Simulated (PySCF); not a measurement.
# [OsSe2]-: relaxation and vibrations of the quartet

Where does quartet [OsSe2]- go from a linear start, is the end point a minimum, and what are its modes, charges and moments?

The runs use PySCF 2.14.0; PBE, basis Os def2-SVPD with ECP60, Se def2-SVPD, scalar-relativistic core potentials, no spin–orbit coupling, density fitting.

## Step 1: Where the work starts

3 atoms, charge -1, spin multiplicity 4.

Bond lengths: Os1–Se2 2.230 Å, Os1–Se3 2.230 Å. Angles: Se2–Os1–Se3 180.0°.

Coordinates in bohr (charge -1 multiplicity 4):
```
Os    0.0000    0.0000    0.0000
Se    0.0000    0.0000    4.2141
Se    0.0000    0.0000   -4.2141
```

## Step 2: Linear start, quartet: relaxation

One driver script runs all steps and calls PySCF; scf.py shows how it sets up the SCF of each step. The optimiser is the driver's own. Before each start the driver seeks the lowest SCF state from one or more starting densities and follows internal instabilities, so scf.py alone need not reach the same state.

The program finds D∞h symmetry in the start, which this walk keeps. The walk stops when the largest gradient is under 0.0003 Eh/bohr and the energy has settled too.

Input file scf.py:

```python
from pyscf import gto, scf, dft
mol = gto.M(atom='''
Os     0.000000     0.000000     0.000000
Se     0.000000     0.000000     2.230000
Se     0.000000     0.000000    -2.230000''',
    basis={'Os': 'def2-SVPD', 'Se': 'def2-SVPD'},
    ecp={'Os': 'def2-SVPD'},
    charge=-1, spin=3)
mf = dft.UKS(mol, xc='PBE')
mf.grids.atom_grid = (50, 194)
aux = {'Os': 'def2-universal-JKFIT', 'Se': 'def2-universal-JKFIT'}
mf = mf.density_fit(auxbasis=aux)
mf.kernel()
```

Steps of the walk:

| step | energy (Eh) | change (kJ/mol) | largest symmetric gradient (Eh/bohr) |
| --- | --- | --- | --- |
| 0 | -4892.631577 | 0.00 | 0.05093 |
| 1 | -4892.641117 | -25.05 | 0.00397 |
| 2 | -4892.641191 | -25.24 | 0.00085 |
| 3 | -4892.641194 | -25.25 | 0.00002 |

The walk ran for 10 s (4 threads, shared host).

After 3 steps and 25.3 kJ/mol it ends at D∞h: Os–Se 2.338 Å (×2); Se–Os–Se 180.0°.

## Step 3: Vibrations and properties at this point

The point is checked on the finer grid, and tightened if its gradient asks for it. The Hessian and the dipole derivatives come from central differences of analytic gradients, with steps of 0.01 bohr.

Edit scf.py of step 2 so:

```diff
@@ -4,2 +4,2 @@
-Se     0.000000     0.000000     2.230000
-Se     0.000000     0.000000    -2.230000''',
+Se    -0.000000     0.000000     2.338427
+Se     0.000000     0.000000    -2.338427''',
@@ -10 +10 @@
-mf.grids.atom_grid = (50, 194)
+mf.grids.atom_grid = (75, 302)
```

This SCF starts from the last density.

Log of the central SCF (cycles and frontier levels):

```text
init E= -4892.64115293803
[... the frontier-level lines of each cycle are left out ...]
cycle= 1 E= -4892.6411529287  delta_E= 9.32e-09  |g|= 0.000128  |ddm|= 0.000181
cycle= 2 E= -4892.6411526221  delta_E= 3.07e-07  |g|= 0.000732  |ddm|= 0.000989
cycle= 3 E= -4892.64115293847  delta_E= -3.16e-07  |g|= 4.6e-06  |ddm|= 0.00084
cycle= 4 E= -4892.64115293847  delta_E= -4.55e-12  |g|= 6.91e-06  |ddm|= 2.51e-05
Extra cycle  E= -4892.64115293707  delta_E= 1.4e-09  |g|= 4.13e-05  |ddm|= 8.65e-05
SCF not converged.
init E= -4892.64115293803
cycle= 1 E= -4892.64115293764  delta_E= 3.93e-10  |g|= 3.84e-05  |ddm|= 6.07e-05
cycle= 2 E= -4892.64115293657  delta_E= 1.06e-09  |g|= 6.08e-05  |ddm|= 0.000101
cycle= 3 E= -4892.64115293788  delta_E= -1.31e-09  |g|= 2.79e-05  |ddm|= 3.87e-05
cycle= 4 E= -4892.6411529382  delta_E= -3.19e-10  |g|= 1.5e-05  |ddm|= 1.45e-05
cycle= 5 E= -4892.6411529383  delta_E= -1.01e-10  |g|= 8.55e-06  |ddm|= 7.24e-06
cycle= 6 E= -4892.64115293834  delta_E= -3.82e-11  |g|= 5.28e-06  |ddm|= 4.4e-06
Extra cycle  E= -4892.64115293778  delta_E= 5.57e-10  |g|= 3.33e-05  |ddm|= 7.77e-05
converged SCF energy = -4892.64115293778  <S^2> = 3.7908875  2S+1 = 4.0203918
```

The whole step took 25 s.

Geometry: D∞h; Os–Se 2.338 Å (×2); Se–Os–Se 180.0°.

Harmonic modes (main isotopes):

```csv
ω (cm⁻¹),IR (km/mol),type
64i,5.3,bend
49i,1.4,bend
253,0.0,stretch
299,67.2,stretch
```

With 2 modes imaginary (up to 64i cm⁻¹) this point is a saddle.

Here the density breaks the symmetry of the frame, and no labels are given; pairs that should be degenerate can split.

Constants and moments:

```
Dipole moment about the centre of mass                          : 0.00 D
Highest occupied level                                          : -0.21 eV
Lowest empty level                                              : -0.43 eV
Rotational constants                                            : 0.01929 cm⁻¹
Zero-point energy (real modes)                                  : 3.3 kJ/mol
Principal polarisabilities                                      : 94.4, 100.5, 262.4 bohr³
Principal traceless quadrupole moments about the centre of mass : -26.71, 13.05, 13.65 D Å
Spin squared ⟨S²⟩                                               : 3.791
```

Populations by atom (charges in e):

```csv
atom,Mulliken,Löwdin,polar tensor,spin (Mulliken),Mayer order to Os1
Os1,0.17,-0.15,0.62,2.74,–
"Se2,3",-0.58,-0.42,-0.81,0.13,1.65
```

Mulliken populations on Os1 (outside its core potential): s 3.18, p 6.29, d 6.34, f 0.02.

## Step 4: Leaving the saddle point

The start is the last point, displaced along its most imaginary mode.

The program finds C2v symmetry in the start, which this walk keeps.

Edit scf.py of step 3 so:

```diff
@@ -3,3 +3,3 @@
-Os     0.000000     0.000000     0.000000
-Se    -0.000000     0.000000     2.338427
-Se     0.000000     0.000000    -2.338427''',
+Os    -0.191655    -0.081229    -0.000000
+Se     0.230180     0.097557     2.338427
+Se     0.230180     0.097557    -2.338427''',
@@ -10 +10 @@
-mf.grids.atom_grid = (75, 302)
+mf.grids.atom_grid = (50, 194)
```

Steps of the walk:

| step | energy (Eh) | change (kJ/mol) | largest symmetric gradient (Eh/bohr) |
| --- | --- | --- | --- |
| 0 | -4892.642082 | 0.00 | 0.01819 |
| 1 | -4892.644200 | -5.56 | 0.00419 |
| 2 | -4892.644603 | -6.62 | 0.00300 |
| 3 | -4892.644984 | -7.62 | 0.00189 |
| 4 | -4892.648200 | -16.06 | 0.00762 |
| 5 | -4892.652851 | -28.27 | 0.01988 |
| 6 | -4892.655060 | -34.07 | 0.01076 |
| 7 | -4892.656365 | -37.50 | 0.00258 |
| 8 | -4892.656410 | -37.62 | 0.00266 |
| 9 | -4892.656435 | -37.68 | 0.00009 |
| 10 | -4892.656433 | -37.68 | 0.00001 |

The walk took 34 s.

End point (C2v, 10 steps, 37.7 kJ/mol gained): Os–Se 2.278 Å (×2); Se–Os–Se 118.8°.

## Step 5: Is it a minimum? Harmonic modes

As before: finer grid, then central differences.

Edit scf.py of step 4 so:

```diff
@@ -3,3 +3,3 @@
-Os    -0.191655    -0.081229    -0.000000
-Se     0.230180     0.097557     2.338427
-Se     0.230180     0.097557    -2.338427''',
+Os    -0.480540    -0.203666     0.000000
+Se     0.580167     0.245891     1.965371
+Se     0.580167     0.245891    -1.965371''',
@@ -10 +10 @@
-mf.grids.atom_grid = (50, 194)
+mf.grids.atom_grid = (75, 302)
```

SCF at the final geometry:

```text
init E= -4892.65636656434
[... the frontier-level lines of each cycle are left out ...]
cycle= 1 E= -4892.65636656064  delta_E= 3.7e-09  |g|= 8.33e-05  |ddm|= 9.74e-05
cycle= 2 E= -4892.65636637246  delta_E= 1.88e-07  |g|= 0.000592  |ddm|= 0.000675
cycle= 3 E= -4892.6563665644  delta_E= -1.92e-07  |g|= 5.16e-06  |ddm|= 0.000592
cycle= 4 E= -4892.6563665644  delta_E= -2.73e-12  |g|= 2.7e-06  |ddm|= 1.03e-05
Extra cycle  E= -4892.65636656432  delta_E= 7.73e-11  |g|= 1.15e-05  |ddm|= 1.98e-05
converged SCF energy = -4892.65636656432  <S^2> = 3.767429  2S+1 = 4.008705
```

The whole step took 34 s.

Geometry: C2v; Os–Se 2.278 Å (×2); Se–Os–Se 119.2°.

Modes, for the most abundant isotopes:

```csv
symmetry,ω (cm⁻¹),IR (km/mol),type
a1,76,0.1,bend
a1,297,2.3,stretch
b2,312,32.5,stretch
```

All wavenumbers are real: a minimum.

Properties at this point:

| Item | Value |
| --- | --- |
| Dipole moment about the centre of mass | 1.82 D |
| Highest occupied level | 0.14 eV |
| Lowest empty level | 0.42 eV |
| Rotational constants | 0.1456, 0.0273, 0.02299 cm⁻¹ |
| Zero-point energy | 4.1 kJ/mol |
| Principal polarisabilities | 114.1, 124.2, 201.0 bohr³ |
| Principal traceless quadrupole moments about the centre of mass | -12.56, 4.52, 8.03 D Å |
| Entropy at 298.15 K and 1 bar (electronic part: spin only) | 338.6 J/(mol K) |
| Heat capacity Cp at 298.15 K | 55.4 J/(mol K) |
| Enthalpy at 298.15 K above 0 K | 14.15 kJ/mol |
| Rotational symmetry number | 2 |
| Spin squared ⟨S²⟩ | 3.767 |

Charges (e) and bond orders:

```
 atom  Mulliken  Löwdin  polar tensor  spin (Mulliken)  Mayer order to Os1
  Os1      0.04   -0.36          0.21             2.27                   –
Se2,3     -0.52   -0.32         -0.60             0.37                2.04
```

Mulliken populations on Os1 (outside its core potential): s 2.95, p 6.38, d 6.61, f 0.02.

## Step 6: All stationary points

| spin | group | bonds | imaginary modes (cm⁻¹) | ΔE (kJ/mol) | with zero-point energy |
| --- | --- | --- | --- | --- | --- |
| quartet | C2v | Os–Se 2.278 Å (×2) | none | 0.0 | 0.0 |
| quartet | D∞h (density of lower symmetry) | Os–Se 2.338 Å (×2) | 64i, 49i | 39.9 | – |

## Step 7: Outcome

| quantity | value |
| --- | --- |
| minimum | quartet, C2v |
| geometry | Os–Se 2.278 Å (×2); Se–Os–Se 119.2° |
| wavenumbers (cm⁻¹) | 76 (a1), 297 (a1), 312 (b2) |
| dipole moment (centre of mass) | 1.82 D |
| highest occupied, lowest empty level (either spin) | 0.14, 0.42 eV |
| polar-tensor charge of Os1 | +0.21 e |
| zero-point energy | 4.1 kJ/mol |
| entropy at 298.15 K | 338.6 J/(mol K) |
| ⟨S²⟩ | 3.767 |

What this shows: From D∞h at the start the molecule goes to a C2v minimum, after a stop at a second-order saddle point 39.9 kJ/mol higher, from which it was pushed off along an imaginary mode. In the infrared the band at 312 cm⁻¹ (b2, stretch) leads. Most of the spin sits on Os1 (Mulliken spin 2.27, against 3 for the whole molecule). Only this shape and spin were tried, so other structures or states may lie lower. The soft modes, below some 90 cm⁻¹, carry numerical noise of tens of cm⁻¹, and the entropy with them. The highest occupied level lies above zero: either self-interaction error lifts it or the extra electron is not bound, and the basis holds it in place. Open d and f shells are described by one determinant, and the ground state may have another occupation or spin. Spin–orbit coupling, left out here, can matter for elements this heavy.

The search up to here ran for 2.1 min (4 threads, shared host).
